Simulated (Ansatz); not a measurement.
# ClH5Sn: the cost of one run

All numbers below are computed with Ansatz 0.2.0 (RKS PBE-D4/def2-mTZVP).

### 1 The starting structure

Bond lengths: Sn1–H3 1.694 Å, Sn1–H4 1.694 Å, Sn1–H5 1.732 Å, Sn1–Cl7 2.814 Å. Angles: H3–Sn1–H4 122.1°, H3–Sn1–H5 109.2°, H3–Sn1–Cl7 107.4°, H4–Sn1–H5 109.0°, H4–Sn1–Cl7 108.6°, H5–Sn1–Cl7 97.8°.

Coordinates:

```xyz
7

Sn   -0.3046    0.7049    0.0843
H    -0.3036   -1.3640   -0.7940
H    -0.1029    1.0647   -1.5582
H    -1.7617    0.0994    0.7008
H     0.1830    2.0716    1.0295
H     0.5120   -1.5413   -0.2890
Cl    1.7778   -1.0355    0.8266
```

### 2 Pulling towards end A

Springs on the bonds that form and break draw the guess towards this end; the thresholds are loose.

Input file input.yaml:

```yaml
crystal:
  periodic: [false, false, false]
  atoms:
    - { symbol: Sn, position_ang: [-0.3046, 0.7049, 0.0843] }
    - { symbol: H, position_ang: [-0.3036, -1.364, -0.794] }
    - { symbol: H, position_ang: [-0.1029, 1.0647, -1.5582] }
    - { symbol: H, position_ang: [-1.7617, 0.0994, 0.7008] }
    - { symbol: H, position_ang: [0.183, 2.0716, 1.0295] }
    - { symbol: H, position_ang: [0.512, -1.5413, -0.289] }
    - { symbol: Cl, position_ang: [1.7778, -1.0355, 0.8266] }
basis:
  gaussian: { orbitals: def2-mTZVP }
hamiltonian:
  xc: pbe
  dispersion: d4
relax:
  f_tol: 0.15
  max_steps: 25
  restrain:
    - { distance: [0, 6], at: 3.71, k: 30.0 }
    - { distance: [5, 1], at: 1.92, k: 30.0 }
    - { distance: [0, 1], at: 1.7, k: 30.0 }
    - { distance: [5, 6], at: 1.33, k: 30.0 }
```

Command:

```
> ansatz run input.yaml --threads 2 --pin off --max-ram 3072MiB --backend cpu --events-out ev --progress --plain --runs-dir out
```

**Question.** How long does this run take on 2 threads of Intel Xeon Platinum 8488C (Sapphire Rapids), shared host, and how much memory does it need?

About 6.8 s, with a peak of 0.15 GiB.
